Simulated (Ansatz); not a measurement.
# C2H5AlFN: the cost of one run

Program: Ansatz 0.2.0, driven from Python. Level of theory: CAM-B3LYP/6-31G*. These are calculated values, not measurements.

## (1) The system

Bond lengths: N1–C2 1.418 Å, C2–C3 1.315 Å, C3–Al4 1.952 Å, Al4–F5 1.876 Å, N1–H6 1.024 Å, N1–H7 1.069 Å, C2–H8 1.039 Å, C3–H9 1.135 Å, Al4–H10 1.526 Å. Angles: N1–C2–C3 120.0°, N1–C2–H8 121.4°, C3–C2–H8 118.6°, C2–N1–H6 125.2°, C2–N1–H7 118.2°, H6–N1–H7 115.9°, C2–C3–Al4 125.5°, C2–C3–H9 117.8°, Al4–C3–H9 116.7°, C3–Al4–F5 116.6°, C3–Al4–H10 124.1°, F5–Al4–H10 119.3°.

The script holds or builds the structure itself.

## (2) The code

Input file torsion_c2h5alfn.py:

```python
"""Energy of C2H5AlFN as one group turns about a bond."""

import ansatz as az
from ase import Atoms

atoms = Atoms(["N", "C", "C", "Al", "F", "H", "H", "H", "H", "H"], positions=[
    (-0.3214, 1.1223, 1.6797),
    (-0.5081, 0.2936, 0.5437),
    (0.5197, -0.0277, -0.2105),
    (0.4619, -1.2194, -1.7554),
    (-1.2164, -1.9195, -2.2144),
    (0.556, 1.5853, 1.935),
    (-1.1835, 1.4131, 2.2408),
    (-1.4447, -0.0815, 0.2944),
    (1.538, 0.3783, 0.0823),
    (1.6817, -1.5956, -2.5925),
])

# start the scan from a relaxed geometry
first = (
    az.Crystal.molecule_from_ase(atoms).calculation()
    .basis(gaussian="6-31G*")  # the orbital basis, by name
    .functional("cam_b3lyp")
    .relax(force_tolerance=0.02, max_steps=80)  # relax until the tolerances are met
)
atoms.positions = first.run(threads=1, backend="cpu").report["positions_ang"]

start = atoms.get_dihedral(3, 2, 1, 0)
energies = {}
for turn in range(0, 360, 30):
    turned = atoms.copy()
    turned.set_dihedral(3, 2, 1, 0, start + turn, indices=[0, 1, 5, 6, 7])
    setup = az.Crystal.molecule_from_ase(turned).calculation()
    setup = setup.basis(gaussian="6-31G*").functional("cam_b3lyp")
    energies[round((start + turn) % 360)] = setup.run(threads=1, backend="cpu").report["free_energy_ev"]
floor = min(energies.values())
print("dihedral Al3-C2-C1-N0 (deg)   E - E(min) (kJ/mol)")
for angle, e in sorted(energies.items()):
    print(f"{angle:8d} {96.485332 * (e - floor):14.3f}  " + "#" * int(30 * (e - floor) / max(max(energies.values()) - floor, 1e-9)))
```

## (3) The input behind the calls

The engine receives this input (first run):

```yaml
crystal:
  periodic: [false, false, false]
  atoms:
    - { symbol: "N", position_ang: [-0.3214, 1.1223, 1.6797] }
    - { symbol: C, position_ang: [-0.5081, 0.2936, 0.5437] }
    - { symbol: C, position_ang: [0.5197, -0.0277, -0.2105] }
    - { symbol: Al, position_ang: [0.4619, -1.2194, -1.7554] }
    - { symbol: F, position_ang: [-1.2164, -1.9195, -2.2144] }
    - { symbol: H, position_ang: [0.556, 1.5853, 1.935] }
    - { symbol: H, position_ang: [-1.1835, 1.4131, 2.2408] }
    - { symbol: H, position_ang: [-1.4447, -0.0815, 0.2944] }
    - { symbol: H, position_ang: [1.538, 0.3783, 0.0823] }
    - { symbol: H, position_ang: [1.6817, -1.5956, -2.5925] }
basis:
  gaussian:
    orbitals: "6-31G*"
hamiltonian:
  xc: cam_b3lyp
relax:
  f_tol: 0.02
  max_steps: 80
```

## (4) Launch

Run with:

```sh
python torsion_c2h5alfn.py
```

What time and memory should one allow on 1 thread of Arm Neoverse V1, shared host?

About 2.2 min, with a peak of 0.28 GiB.
